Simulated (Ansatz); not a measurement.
# PbS (database structure): how the settings move a single-point run

How sensitive is a single-point run of PbS (database structure) to its settings? A reference run comes first, then four runs with altered input.

Computed with Ansatz 0.2.0 (reference: DFT r2SCAN, plane waves, PAW, scalar-relativistic, no spin polarisation, unless a step's input says otherwise).

## (1) The system as given

It takes space group Fm-3m (No. 225, cubic). Conventional cell: a = 5.945 Å, b = 5.945 Å, c = 5.945 Å, α = 90.00°, β = 90.00°, γ = 90.00°. Around Pb (site symmetry m-3m) lie 6 S at 2.97 Å. Around S (site symmetry m-3m) lie 6 Pb at 2.97 Å.

Coordinates:

```cif
data_structure
_symmetry_space_group_name_H-M 'P 1'
_symmetry_Int_Tables_number 1
_cell_length_a 4.2035
_cell_length_b 4.2035
_cell_length_c 4.2035
_cell_angle_alpha 60.000
_cell_angle_beta 60.000
_cell_angle_gamma 60.000
_cell_volume 52.52
loop_
_atom_site_label
_atom_site_type_symbol
_atom_site_fract_x
_atom_site_fract_y
_atom_site_fract_z
_atom_site_occupancy
Pb1 Pb 0.00000 0.00000 0.00000 1
S1 S 0.50000 0.50000 0.50000 1
```

## (2) The reference run

Input file input.yaml:

```yaml
crystal:
  lattice:
    - [0.0, 2.97233618, 2.97233618]
    - [2.97233618, 0.0, 2.97233618]
    - [2.97233618, 2.97233618, 0.0]
  atoms:
    - { symbol: Pb, position: [0.0, 0.0, 0.0] }
    - { symbol: S, position: [0.5, 0.5, 0.5] }
  symmetry: { tolerance: 0.0003 }
kpoints:
  mp_grid: { grid: [5, 5, 5], shift: [0, 0, 0] }
magnetization:
  spin_polarized: false
scf:
  occupations: { method: fermi_dirac }
hamiltonian:
  pseudopotentials: { kind: paw }
  xc: r2scan
basis:
  ecutwfc: 500
output:
  forces: true
  stress: true
  eigenvalues: true
  write_density: true
  write_potential: true
  elf: true
  volumetric_format: npy
```

Command:

```bash
$ ansatz run input.yaml --threads 1 --pin off --max-ram 2560MiB --backend cpu --events-out ev --progress --plain --runs-dir out
```

## (3) Changing settings: mp_grid.shift [0.5, 0.5, 0.5], occupations.method tetrahedron_uncorrected

input.yaml: that of step 2 with these lines changed.

```diff
@@ -10,3 +10,3 @@
 kpoints:
-  mp_grid: { grid: [5, 5, 5], shift: [0, 0, 0] }
+  mp_grid: { grid: [5, 5, 5], shift: [0.5, 0.5, 0.5] }
 magnetization:
@@ -14,3 +14,3 @@
 scf:
-  occupations: { method: fermi_dirac }
+  occupations: { method: tetrahedron_uncorrected }
 hamiltonian:
```

## (4) Changed: xc_grid 2

input.yaml: that of step 2 with these lines changed.

```diff
@@ -20,2 +20,3 @@
   ecutwfc: 500
+  xc_grid: 2
 output:
```

## (5) Changed: symmetry.detect false, dispersion d4, tolerance left out

input.yaml: that of step 2 with these lines changed.

```diff
@@ -8,3 +8,3 @@
     - { symbol: S, position: [0.5, 0.5, 0.5] }
-  symmetry: { tolerance: 0.0003 }
+  symmetry: { detect: false }
 kpoints:
@@ -18,2 +18,3 @@
   xc: r2scan
+  dispersion: d4
 basis:
@@ -24,5 +25 @@
   eigenvalues: true
-  write_density: true
-  write_potential: true
-  elf: true
-  volumetric_format: npy
```

## (6) Changed: mp_grid.grid [2, 2, 2], occupations.method gaussian, occupations.width 0.2, lower_state_search light

input.yaml: that of step 2 with these lines changed.

```diff
@@ -10,3 +10,3 @@
 kpoints:
-  mp_grid: { grid: [5, 5, 5], shift: [0, 0, 0] }
+  mp_grid: { grid: [2, 2, 2], shift: [0, 0, 0] }
 magnetization:
@@ -14,3 +14,4 @@
 scf:
-  occupations: { method: fermi_dirac }
+  occupations: { method: gaussian, width: 0.2 }
+  lower_state_search: light
 hamiltonian:
@@ -24,5 +25 @@
   eigenvalues: true
-  write_density: true
-  write_potential: true
-  elf: true
-  volumetric_format: npy
```

What does the calculation give? Wanted: for each run, ending; energy change; pressure; gap; force.

**Answer**, as computed:

| run | ending | energy change | pressure (GPa) | gap (eV) | force (eV/Å) | cycles | time |
| --- | --- | --- | --- | --- | --- | --- | --- |
| reference | converged | 0 | 0.8 | 1.49 | 0.00 | 6 | 1.4 s |
| 1: mp_grid.shift [0.5, 0.5, 0.5], occupations.method tetrahedron_uncorrected | converged | +6.0 meV/atom (σ→0) | 0.9 | 0.64 | 0.00 | 6 | 1.6 s |
| 2: xc_grid 2 | converged | 0.0 meV/atom | 0.8 | 1.49 | 0.00 | 6 | 1 s |
| 3: symmetry.detect false, dispersion d4, tolerance left out | converged | -130.8 meV/atom (offset of the dispersion model) | 0.1 | 1.49 | 0.00 | 6 | 5.6 s |
| 4: mp_grid.grid [2, 2, 2], occupations.method gaussian, occupations.width 0.2, lower_state_search light | converged | +659.9 meV/atom (σ→0) | 8.5 | 0.47 | 0.00 | 7 | 0.99 s |

Times don't compare one to one where runs were asked for different outputs or read a saved state (see the inputs); cycles may leave out searches for a lower state.

Residual by cycle in the longest SCF loop of each run; runs are numbered as in the table. The quantity is the density residual dr2, in eV.

```
cycle  reference    run 1    run 2    run 3   run 4
    1     0.0132   0.0138   0.0132   0.0131   0.308
    2     0.0019  0.00193  0.00191  0.00187  0.0178
    3     3.0e-4   2.7e-4   3.0e-4   2.9e-4  0.0036
    4     4.2e-5   5.5e-5   4.1e-5   4.2e-5  2.5e-4
    5     8.2e-7   7.3e-7   8.5e-7   8.6e-7  4.9e-6
    6     8.2e-8   6.4e-8   8.1e-8   7.1e-8  3.1e-7
    7          -        -        -        -  1.3e-8
```

What this shows: The gap of the reference lacks spin-orbit coupling, though the cell holds Pb.

The reference has limits of its own: spin-orbit coupling, which can shrink the gap with elements this heavy, is left out.

These are semilocal Kohn-Sham gaps, which aren't the measured quantity. Such gaps usually fall short of the measured ones; spin-orbit coupling, left out here, narrows gaps with Pb, so the two errors partly cancel.
